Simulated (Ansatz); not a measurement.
Ta4NiO11:

```
Ta Ni O
1.0
     5.29285   -0.00032   -0.02518
    -0.04190    5.33569    0.02340
    -0.47620   -0.07999    7.89609
Ta Ni O
4 1 11
Direct
  0.52261 0.46364 0.51843
  0.55532 0.53163 0.98083
  0.02338 0.98832 0.50961
  0.04916 0.02484 0.01689
  0.06538 0.57998 0.26898
  0.96711 0.93834 0.23892
  0.21005 0.28324 0.42990
  0.27287 0.71995 0.06145
  0.33888 0.23820 0.03682
  0.30665 0.75341 0.45874
  0.50103 0.44858 0.74991
  0.70564 0.16332 0.48732
  0.73302 0.83358 0.94060
  0.85284 0.36497 0.07896
  0.81889 0.65561 0.47584
  0.07718 0.01239 0.74680
```

The cell was built by a generator and needn't be a form met in nature.

Base run:

- Program: Ansatz 0.2.0
- Functional: RPBE
- Potentials or basis: Ansatz PAW
- Cutoff: 420 eV
- Density cutoff: 1680 eV
- k mesh: 5 × 5 × 4
- Occupations: fermi-dirac, width 0.05 eV
- Spin: collinear spin, ferromagnetic start
- Starting moments: [0.0, 0.0, 0.0, 0.0, 1.0, 0.0, 0.0, 0.0, 0.0, 0.0, 0.0, 0.0, 0.0, 0.0, 0.0, 0.0] μB

Its results: band gap on the k mesh 1.42 eV, indirect (least direct gap 1.51 eV); pressure 3.6 GPa; net moment 2.00 μB per cell; site moments Ta +0.00; Ni +1.52; O +0.09, +0.04, +0.06, +0.00, +0.07, +0.05 μB; largest force 0.123 eV/Å.

Task: After a change of settings the same cell gave: band gap on the k mesh 2.64 eV, indirect (least direct gap 2.73 eV); pressure -4.9 GPa; net moment 2.00 μB per cell; site moments Ta +0.00; Ni +1.62; O +0.07, +0.03, +0.05, +0.00, +0.06, +0.04 μB; largest force 0.296 eV/Å. Which change was it?
A. functional from RPBE to BLYP
B. functional from RPBE to r2SCAN; cutoff from 420 eV to 500 eV; density cutoff from 1680 eV to 2000 eV
C. functional from RPBE to PBE
D. functional from RPBE to PBE; potentials or basis from Ansatz PAW to Ansatz PAW earlier set; cutoff from 420 eV to 1080 eV; density cutoff from 1680 eV to 4320 eV; valence electrons from 136 to 192

Result: B.

r2SCAN gives the wider gap, since meta-GGAs in the generalised Kohn-Sham scheme recover part of the derivative discontinuity.

Caveats: spin-orbit coupling is left out, which moves the levels of the heavy elements; a cell with one magnetic atom can't hold antiferromagnetic order, which such compounds often take; the PAW data sets come from PBE, with cores solved anew for the run's functional, which leaves a small shift of forces and pressure; the potentials were made for another functional, which shifts forces and pressure (some runs); the magnetic or orbital state may not be the lowest (some runs).

Not every run made on this cell is shown here.
